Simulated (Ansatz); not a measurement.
# FH4NOSSn: the cost of one run

Computed with Ansatz 0.2.0, Gaussian basis. Level: the settings change from run to run.

### Step 1. The molecule

An earlier PBE0-D4 in a triple-zeta def2 set relaxation fixed the geometry. Sn takes a core potential in def2 sets; no spin-orbit term is included.

9 atoms, charge 0, spin multiplicity 1.

Atoms are counted from 1 here; the program's logs count them from 0.

Bond lengths: N1–Sn2 1.989 Å, N1–H6 1.012 Å, N1–H7 1.011 Å, Sn2–O3 1.941 Å, Sn2–F4 1.927 Å, Sn2–S5 2.371 Å, O3–H8 0.961 Å, S5–H9 1.345 Å. Angles: Sn2–N1–H6 113.4°, Sn2–N1–H7 114.2°, H6–N1–H7 109.2°, N1–Sn2–O3 103.9°, N1–Sn2–F4 115.2°, N1–Sn2–S5 113.2°, O3–Sn2–F4 104.9°, O3–Sn2–S5 117.1°, F4–Sn2–S5 102.6°, Sn2–O3–H8 113.4°, Sn2–S5–H9 90.2°.

### Step 2. wPBEh/def2-TZVPP

Set apart from the defaults: charge -1, multiplicity 2, a grid of angular degree 23, finite nuclei, the search for lower states set to full.

The input, in.yaml:

```yaml
crystal:
  periodic: [false, false, false]
  atoms:
    - {symbol: N, position_ang: [1.291560, 1.213853, -0.487896]}
    - {symbol: Sn, position_ang: [-0.071718, -0.133739, 0.041078]}
    - {symbol: O, position_ang: [0.931813, -1.790954, 0.164588]}
    - {symbol: F, position_ang: [-1.439572, -0.477803, -1.272315]}
    - {symbol: S, position_ang: [-1.333013, 0.508180, 1.943939]}
    - {symbol: H, position_ang: [1.897338, 0.900076, -1.235277]}
    - {symbol: H, position_ang: [0.909414, 2.118887, -0.727111]}
    - {symbol: H, position_ang: [0.374312, -2.568613, 0.250578]}
    - {symbol: H, position_ang: [-2.471735, 0.183712, 1.305318]}
basis:
  gaussian: {orbitals: def2-TZVPP, final_grid: {core_spheres: 8, valence_spheres: 7, degree: 23}, nuclear_model: gaussian}
total_charge: -1
magnetization: {spin_polarized: true, initial_magnetization: 1}
hamiltonian: {xc: {name: wPBEh}}
scf: {lower_state_search: full}
output: {forces: true}
```

Started as:

```bash
ansatz run in.yaml --threads 4 --pin off --events-out ev --progress --plain --max-ram 10444MiB
```

**Question.** How long does this run take on 4 threads of Arm Neoverse V1, shared host, and how much memory does it need?

About 18 s, with a peak of 1 GiB.
